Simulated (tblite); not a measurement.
# C4H8F3OPSi: the cost of one run

Computed with tblite 0.8.0 and PySCF 2.14.0, with density-fitted response routines of our own, on a single molecule, in the gas phase or a continuum. Atoms are numbered from 0 throughout.

**1. The molecule as given**

18 atoms, charge 0, multiplicity 1; geometry from: force field or distance geometry start.

Bonds of the start (Å): C0–C1 1.48, C1–C2 1.49, C2–Si3 1.86, C2–P4 1.81, P4–O5 1.51, P4–C6 1.79, C6–F7 1.40, C6–F8 1.39, C6–F9 1.38, P4–C1 1.79, C0–H10 1.11, C0–H11 1.10, C0–H12 1.13, C1–H13 1.12, C2–H14 1.11, Si3–H15 1.45, Si3–H16 1.49, Si3–H17 1.47.

**2. Relaxing the molecule with GFN2-xTB**

Job settings and geometry (Å):

```
{"job": {"kind": "relax", "xc": "GFN2-xTB", "basis": "xTB"}, "charge": 0, "multiplicity": 1}
C     -1.929900    -0.908400    -0.139500
C     -0.598600    -0.755600     0.492700
C      0.067100     0.556900     0.723900
Si    -0.676900     2.154300     0.114800
P      0.776600    -0.443400    -0.608200
O      0.355600    -0.184500    -2.038200
C      2.435500    -1.019300    -0.239300
F      2.841100    -0.495200     0.993600
F      3.323500    -0.499000    -1.168500
F      2.475400    -2.402400    -0.216300
H     -1.853800    -1.507600    -1.076300
H     -2.474700     0.032200    -0.320200
H     -2.569800    -1.523300     0.558600
H     -0.367700    -1.523100     1.280600
H      0.623800     0.629500     1.684300
H     -1.486100     2.020700    -1.075600
H     -1.401600     2.830200     1.222800
H      0.451500     3.044200    -0.200700
```

Command:

```sh
> OMP_NUM_THREADS=1 python probes_run.py task.json out
```

This one command runs all jobs of the session in turn.

Q: Estimate the wall time of this first job on 1 thread of Intel Xeon Platinum 8259CL at 2.50GHz, shared host.

About 2.2 s.
